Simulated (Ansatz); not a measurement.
**SiGeH₆: vertical ionisation energy**

The task here is to estimate one member of a computed series from the others.

Method: unrestricted cation, the program's frozen cores in correlated methods; program: Ansatz 0.2.0, Gaussian basis.

The runs, in order: UKS PBE-D4/def2-TZVPP; UKS r2SCAN-D4/def2-TZVPP; UKS PBE0-D4/def2-TZVPP; UKS B3LYP-D4/def2-TZVPP; UKS wB97X-V/def2-TZVPP; UKS wB97M-V/def2-TZVPP; UKS B2PLYP/def2-TZVPP; UHF-CCSD(T)/def2-TZVPP; UHF-MP2/def2-QZVPP; extrapolation to the limit; then −ε(HOMO) from the neutral's earlier runs with LDA (SPW92), PBE-D4, revPBE-D4, BLYP-D4, r2SCAN-D4, B97M-V, PBE0-D4, B3LYP-D4, r2SCANh-D4, r2SCAN0-D4, HSE06-D4, BHLYP-D4, CAM-B3LYP-D4, LC-ωPBE, ωB97X-V, ωB97M-V.

**The geometry**

All runs share one geometry, relaxed beforehand with PBE0-D4 in a triple-zeta def2 set.

SMILES `[SiH3][GeH3]`, 8 atoms, charge 0, spin multiplicity 1.

Atoms are counted from 1 here; the program's logs count them from 0.

Bond lengths: Si1–Ge2 2.378 Å, Si1–H3 1.487 Å, Si1–H4 1.487 Å, Si1–H5 1.487 Å, Ge2–H6 1.538 Å, Ge2–H7 1.538 Å, Ge2–H8 1.538 Å. Angles: Ge2–Si1–H3 110.1°, Ge2–Si1–H4 110.1°, Ge2–Si1–H5 110.1°, H3–Si1–H4 108.8°, H3–Si1–H5 108.8°, H4–Si1–H5 108.8°, Si1–Ge2–H6 110.6°, Si1–Ge2–H7 110.6°, Si1–Ge2–H8 110.6°, H6–Ge2–H7 108.3°, H6–Ge2–H8 108.3°, H7–Ge2–H8 108.3°.

As a file:

```xyz
8
GeH6Si
Si   -0.5167    0.3865   -1.0102
Ge    0.5297   -0.3938    0.9774
H    -1.8949    0.8572   -0.7109
H    -0.5908   -0.7084   -2.0133
H     0.2608    1.5145   -1.5874
H     0.6191    0.7336    2.0194
H     1.9543   -0.8905    0.6791
H    -0.2693   -1.5562    1.5901
```

Set-up of the first run:

File in.yaml:

```yaml
crystal:
  periodic: [false, false, false]
  atoms:
    - {symbol: Si, position_ang: [-0.516739, 0.386456, -1.010152]}
    - {symbol: Ge, position_ang: [0.529718, -0.393822, 0.977364]}
    - {symbol: H, position_ang: [-1.894869, 0.857222, -0.710941]}
    - {symbol: H, position_ang: [-0.590820, -0.708397, -2.013252]}
    - {symbol: H, position_ang: [0.260842, 1.514521, -1.587442]}
    - {symbol: H, position_ang: [0.619058, 0.733613, 2.019449]}
    - {symbol: H, position_ang: [1.954267, -0.890474, 0.679093]}
    - {symbol: H, position_ang: [-0.269258, -1.556220, 1.590084]}
basis:
  gaussian: {orbitals: def2-TZVPP}
total_charge: 1
magnetization: {spin_polarized: true, initial_magnetization: 1}
hamiltonian: {xc: pbe, dispersion: d4}
```

Steps of the session up to this table: Cation, UKS PBE-D4/def2-TZVPP; Cation, UKS r2SCAN-D4/def2-TZVPP; Cation, UKS PBE0-D4/def2-TZVPP; Cation, UKS B3LYP-D4/def2-TZVPP; Cation, UKS wB97X-V/def2-TZVPP; Cation, UKS wB97M-V/def2-TZVPP; Cation, UKS B2PLYP (frozen core)/def2-TZVPP; Cation, UHF-CCSD(T)/def2-TZVPP; Cation, UHF-MP2/def2-QZVPP.

One of the session's tables, all rows but one given; the rest of the session is left out.

For comparison, −ε(HOMO) of the neutral from earlier runs:

| functional | −ε(HOMO) (eV) |
| --- | --- |
| LDA (SPW92) | 7.29 |
| PBE-D4 | 7.20 |
| revPBE-D4 | 7.16 |
| BLYP-D4 | 7.06 |
| r2SCAN-D4 | 7.47 |
| B97M-V | 7.60 |
| PBE0-D4 | 8.30 |
| B3LYP-D4 | 8.09 |
| r2SCANh-D4 | 7.87 |
| r2SCAN0-D4 | ? |
| HSE06-D4 | 7.91 |
| BHLYP-D4 | 9.29 |
| CAM-B3LYP-D4 | 9.56 |
| LC-ωPBE | 10.88 |
| ωB97X-V | 10.55 |
| ωB97M-V | 10.34 |

Q: Estimate the row for r2SCAN0-D4 from the others.

Worked estimate for «−ε(HOMO) (eV)». Against the share of exact exchange, r2SCAN-D4 (0, 7.47), r2SCANh-D4 (0.1, 7.87) give a slope of 4.00 per unit share; at 0.25 the line stands at 8.47.

The run gave: −ε(HOMO) (eV): 8.47. In «−ε(HOMO) (eV)» the line misses by 0.00.
